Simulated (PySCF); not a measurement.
**A workflow on BH2BrO2 (SMILES OB(O)Br)**

We compute a geometry optimisation (B3LYP-D3(op)/3-21G), then a single-point energy (MS2-D3(op)/cc-pVDZ-PP), then the excited states (ADC(2)/MINAO) of BH2BrO2. Input form: a Python script.

The results are computed with PySCF 2.14.0.

1 further run of the same task is left out (for a faulty analytic Hessian).

### Step 1. The system as given

BH2BrO2: 6 atoms, total charge 0, spin state singlet. SMILES: `OB(O)Br`. All atoms were displaced at random from a relaxed shape. The run starts from this shape.

Bond lengths: O1–B2 1.383 Å, B2–O3 1.479 Å, B2–Br4 1.899 Å, O1–H5 0.938 Å, O3–H6 1.018 Å. Angles: O1–B2–O3 120.5°, O1–B2–Br4 124.7°, O3–B2–Br4 114.8°, B2–O1–H5 100.7°, B2–O3–H6 106.0°.

### Step 2. A geometry optimisation at B3LYP-D3(op)/3-21G (density fitting with def2-universal-jkfit) (run 1)

job.py reads:

```python
# OB(O)Br
from pyscf import gto, dft
from pyscf.geomopt.geometric_solver import kernel as optimise

system = gto.M(
    atom=[
    ('O', (0.569260, 0.900570, -0.601255)),
    ('B', (-0.165018, -0.136526, -0.055886)),
    ('O', (0.335410, -0.869230, 1.127849)),
    ('Br', (-1.876303, -0.686924, -0.668624)),
    ('H', (0.026505, 1.133640, -1.329589)),
    ('H', (1.188096, -0.391782, 1.413318)),
],
    max_memory=1860,
    basis='3-21g',
    verbose=4,
    spin=0,
)

mf = dft.RKS(system, xc='b3lyp')
mf = mf.density_fit(auxbasis='def2-universal-jkfit')
mf.disp = 'd3op'
converged, mol_eq = optimise(mf, maxsteps=100)
print('converged:', converged)
print(mol_eq.tostring())

mf.reset(mol_eq)
system = mol_eq
mf.kernel()
e_final = mf.e_tot
print('Final energy', e_final)
```

Command:

```
OMP_NUM_THREADS=1 python job.py
```

Standard output:

```text
PySCF version 2.14.0

[... 54 lines left out ...]
> Will converge when all 5 criteria are reached:
[... 81 lines left out ...]
converged SCF energy = -2737.44068210738
[... 87 lines left out ...]
converged SCF energy = -2737.45848418001
[... 173 lines left out ...]
converged SCF energy = -2737.46040893428
[... 169 lines left out ...]
converged SCF energy = -2737.46051939352
[... 100 lines left out ...]
Converged! =D
[... 63 lines left out ...]
converged SCF energy = -2737.46052011349
Final energy -2737.460520113494
```

Wall time 86 s (1 thread of Intel Xeon at 2.50GHz (Skylake/Cascade Lake), shared host); peak memory 0.56 GiB.

Step by step:

```
step  energy from the first frame kept (eV)  largest force (eV/Å)
   0                                 0.0000                4.7626
   1                                -0.4844                1.3129
   2                                -0.5244                0.5096
   3                                -0.5368                0.3314
   4                                -0.5396                0.1057
   5                                -0.5398                0.0177
   6                                -0.5398                0.0066
```

After the run. Bond lengths: O1–B2 1.378 Å, B2–O3 1.369 Å, B2–Br4 1.976 Å, O1–H5 0.987 Å, O3–H6 0.990 Å. Angles: O1–B2–O3 120.5°, O1–B2–Br4 122.2°, O3–B2–Br4 117.2°, B2–O1–H5 117.9°, B2–O3–H6 115.2°.

### Step 3. The energy at MS2-D3(op)/cc-pVDZ-PP (core potential) (run 3)

input.py reads:

```python
from pyscf import gto, dft

system = gto.Mole()
system.atom = '''
O    0.519919   0.850835  -0.604539
B   -0.177485  -0.164704   0.012219
O    0.334240  -0.786516   1.119182
Br  -1.934686  -0.785952  -0.643064
H    0.115106   1.271335  -1.400034
H    1.216150  -0.451250   1.420675
'''
system.ecp = {'Br': 'cc-pvdz-pp'}
system.charge = 0
system.basis = {'default': 'cc-pvdz-pp', 'O': 'cc-pvdz', 'B': 'cc-pvdz', 'H': 'cc-pvdz'}
system.spin = 0
system.max_memory = 1860
system.verbose = 3
system.build()

mf = dft.RKS(system)
mf.xc = 'ms2'
mf.disp = 'd3op'
mf.kernel()

e_tot = mf.e_tot
print('Final energy', e_tot)
dip = mf.dip_moment()
pop, q = mf.mulliken_pop()
```

Command:

```
OMP_NUM_THREADS=1 python input.py
```

Standard output:

```text
converged SCF energy = -593.346547902393
Final energy -593.3465479023929
Dipole moment(X, Y, Z, Debye):  1.76911,  1.53950, -0.38700
 ** Mulliken pop  **
pop of  0 O 1s            2.00601
pop of  0 O 2s            0.84208
pop of  0 O 3s            0.80981
pop of  0 O 2px           1.00479
pop of  0 O 2py           0.95714
pop of  0 O 2pz           0.90181
pop of  0 O 3px           0.60699
pop of  0 O 3py           0.52980
pop of  0 O 3pz           0.45897
pop of  0 O 3dxy          0.00285
pop of  0 O 3dyz          0.00107
pop of  0 O 3dz^2         0.00142
pop of  0 O 3dxz          0.00279
pop of  0 O 3dx2-y2       0.00140
pop of  1 B 1s            2.01292
pop of  1 B 2s            0.58288
pop of  1 B 3s            0.13283
pop of  1 B 2px           0.52253
pop of  1 B 2py           0.48845
pop of  1 B 2pz           0.52711
pop of  1 B 3px           0.09379
pop of  1 B 3py           0.10389
pop of  1 B 3pz           0.09128
pop of  1 B 3dxy          0.05962
pop of  1 B 3dyz          0.05981
pop of  1 B 3dz^2         0.07379
pop of  1 B 3dxz          0.06593
pop of  1 B 3dx2-y2       0.06487
pop of  2 O 1s            2.00603
pop of  2 O 2s            0.84472
pop of  2 O 3s            0.81063
pop of  2 O 2px           0.87606
pop of  2 O 2py           1.01557
pop of  2 O 2pz           0.97016
pop of  2 O 3px           0.42173
pop of  2 O 3py           0.62660
pop of  2 O 3pz           0.53283
pop of  2 O 3dxy          0.00223
pop of  2 O 3dyz          0.00263
pop of  2 O 3dz^2         0.00271
pop of  2 O 3dxz          0.00091
pop of  2 O 3dx2-y2       0.00171
pop of  3 Br 3s           1.98349
pop of  3 Br 4s          -0.01502
pop of  3 Br 5s           1.06880
pop of  3 Br 6s           0.92101
pop of  3 Br 3px          2.00168
pop of  3 Br 3py          2.00138
pop of  3 Br 3pz          2.00138
pop of  3 Br 4px          0.95880
pop of  3 Br 4py          1.12918
pop of  3 Br 4pz          1.12880
pop of  3 Br 5px          0.53043
pop of  3 Br 5py          0.74021
pop of  3 Br 5pz          0.74145
pop of  3 Br 3dxy         1.99189
pop of  3 Br 3dyz         1.99195
pop of  3 Br 3dz^2        1.99194
pop of  3 Br 3dxz         1.99188
pop of  3 Br 3dx2-y2      1.99187
pop of  3 Br 4dxy         0.01432
pop of  3 Br 4dyz         0.00939
pop of  3 Br 4dz^2        0.01112
pop of  3 Br 4dxz         0.01382
pop of  3 Br 4dx2-y2      0.01566
pop of  4 H 1s            0.68529
pop of  4 H 2s            0.06520
pop of  4 H 2px           0.02135
pop of  4 H 2py           0.02262
pop of  4 H 2pz           0.03566
pop of  5 H 1s            0.68525
pop of  5 H 2s            0.06910
pop of  5 H 2px           0.03889
pop of  5 H 2py           0.02025
pop of  5 H 2pz           0.01980
 ** Mulliken atomic charges  **
charge of    0O =     -0.12693
charge of    1B =      0.12029
charge of    2O =     -0.11452
charge of    3Br =     -0.21543
charge of    4H =      0.16987
charge of    5H =      0.16671
```

Run time: 39 s. Hardware: 1 thread of Intel Xeon at 2.50GHz (Skylake/Cascade Lake), shared host; peak memory 0.38 GiB.

### Step 4. The excited states at ADC(2)/MINAO (root kind ee) (run 4)

start.xyz reads:

```xyz
6

O      0.519919     0.850835    -0.604539
B     -0.177485    -0.164704     0.012219
O      0.334240    -0.786516     1.119182
Br    -1.934686    -0.785952    -0.643064
H      0.115106     1.271335    -1.400034
H      1.216150    -0.451250     1.420675
```

input.py reads:

```python
# OB(O)Br
from pyscf import gto, scf, adc

system = gto.M(
    atom='start.xyz',
    max_memory=1860,
    verbose=4,
    basis='minao',
    spin=0,
    charge=0,
)

mf = scf.RHF(system)
mf.kernel()

myadc = adc.ADC(mf, frozen=12)
myadc.method = 'adc(2)'

myadc.method_type = 'ee'
e, vec, osc, x = myadc.kernel(nroots=5)

roots = e * 27.211386
print('root  energy (eV)  strength')
for i, (w, f) in enumerate(zip(roots, osc), 1):
    print('%3d %10.4f %10.5f' % (i, w, f))
```

Command:

```
OMP_NUM_THREADS=1 python input.py
```

Standard output:

```text
PySCF version 2.14.0

[... 58 lines left out ...]
converged SCF energy = -2747.92396796562
[... 1 line left out ...]
******** <class 'pyscf.adc.radc.RADC'> ********
******** ADC Orbital Information ********
Number of Frozen Occupied Orbitals: 12
Number of Frozen Virtual Orbitals: 0
Number of Active Occupied Orbitals: 17
Number of Active Virtual Orbitals: 6
*****************************************
Reference correlation energy (doubles): -0.12730880
MP2 correlation energy of reference state (a.u.) = -0.12730880

******** <class 'pyscf.adc.radc_ee.RADCEE'> ********
max_space = 12
max_cycle = 50
conv_tol = 1e-08

*************************************************************
        ADC calculation summary (singlet states only)
*************************************************************
adc(2) root 0  |  Energy (Eh) =   0.3123960409  |  Energy (eV) =   8.50072926  |  Osc. strength = 0.00001612  |  conv = True
adc(2) root 1  |  Energy (Eh) =   0.3218927087  |  Energy (eV) =   8.75914675  |  Osc. strength = 0.06727994  |  conv = True
adc(2) root 2  |  Energy (Eh) =   0.3284900545  |  Energy (eV) =   8.93866968  |  Osc. strength = 0.02840160  |  conv = True
adc(2) root 3  |  Energy (Eh) =   0.3307229750  |  Energy (eV) =   8.99943054  |  Osc. strength = 0.00827428  |  conv = True
adc(2) root 4  |  Energy (Eh) =   0.3404205783  |  Energy (eV) =   9.26331577  |  Osc. strength = 0.00894980  |  conv = True
root  energy (eV)  strength
  1     8.5007    0.00002
  2     8.7591    0.06728
  3     8.9387    0.02840
  4     8.9994    0.00827
  5     9.2633    0.00895
```

Run time: 15 s. Hardware: 1 thread of Intel Xeon at 2.50GHz (Skylake/Cascade Lake), shared host; peak memory 0.13 GiB.

The roots found:

```csv
excited state,energy (eV),strength
1,8.501,0.0000
2,8.759,0.0673
3,8.939,0.0284
4,8.999,0.0083
5,9.263,0.0089
```

### Step 5. Results

| quantity | value |
| --- | --- |
| run 1, B3LYP-D3(op)/3-21G: total energy at the end | -2737.46052 Eh |
| run 1, B3LYP-D3(op)/3-21G: dipole moment | 2.75 D |
| run 1, B3LYP-D3(op)/3-21G: HOMO energy | -7.55 eV |
| run 1, B3LYP-D3(op)/3-21G: LUMO energy | 1.17 eV |
| run 1, B3LYP-D3(op)/3-21G: HOMO–LUMO gap | 8.72 eV |
| run 1, B3LYP-D3(op)/3-21G: dispersion energy | -8.29 kJ/mol |
| run 3, MS2-D3(op)/cc-pVDZ-PP: total energy | -593.34655 Eh |
| run 3, MS2-D3(op)/cc-pVDZ-PP: dipole moment | 2.38 D |
| run 3, MS2-D3(op)/cc-pVDZ-PP: HOMO energy | -7.14 eV |
| run 3, MS2-D3(op)/cc-pVDZ-PP: LUMO energy | 0.30 eV |
| run 3, MS2-D3(op)/cc-pVDZ-PP: HOMO–LUMO gap | 7.44 eV |
| run 3, MS2-D3(op)/cc-pVDZ-PP: dispersion energy | -1.61 kJ/mol |
| run 4, ADC(2)/MINAO: dipole moment (Hartree–Fock density) | 2.67 D |
| run 4, ADC(2)/MINAO: HOMO energy (Hartree–Fock orbitals) | -11.92 eV |
| run 4, ADC(2)/MINAO: LUMO energy (Hartree–Fock orbitals) | 3.88 eV |
| run 4, ADC(2)/MINAO: HOMO–LUMO gap (Hartree–Fock orbitals) | 15.79 eV |
| run 4, ADC(2)/MINAO: correlation energy (12 core orbitals frozen) | -127.3 mEh |
| run 4, ADC(2)/MINAO: lowest excitation energy | 8.50 eV |

The optimisation (run 1, B3LYP-D3(op)/3-21G) took 6 steps and changed the energy by -0.540 eV. Mulliken charges (run 3, MS2-D3(op)/cc-pVDZ-PP) run from -0.22 on Br4 to +0.17 on H5. The brightest of the 5 transitions from the ground state lies at 8.76 eV (142 nm, f = 0.067); the lowest, at 8.50 eV, has f = 0.000. Excitation energies in a minimal basis are rough. Mulliken charges (run 4, ADC(2)/MINAO) of the mean-field density run from -0.69 on O1 to +0.73 on B2; they depend strongly on the basis.
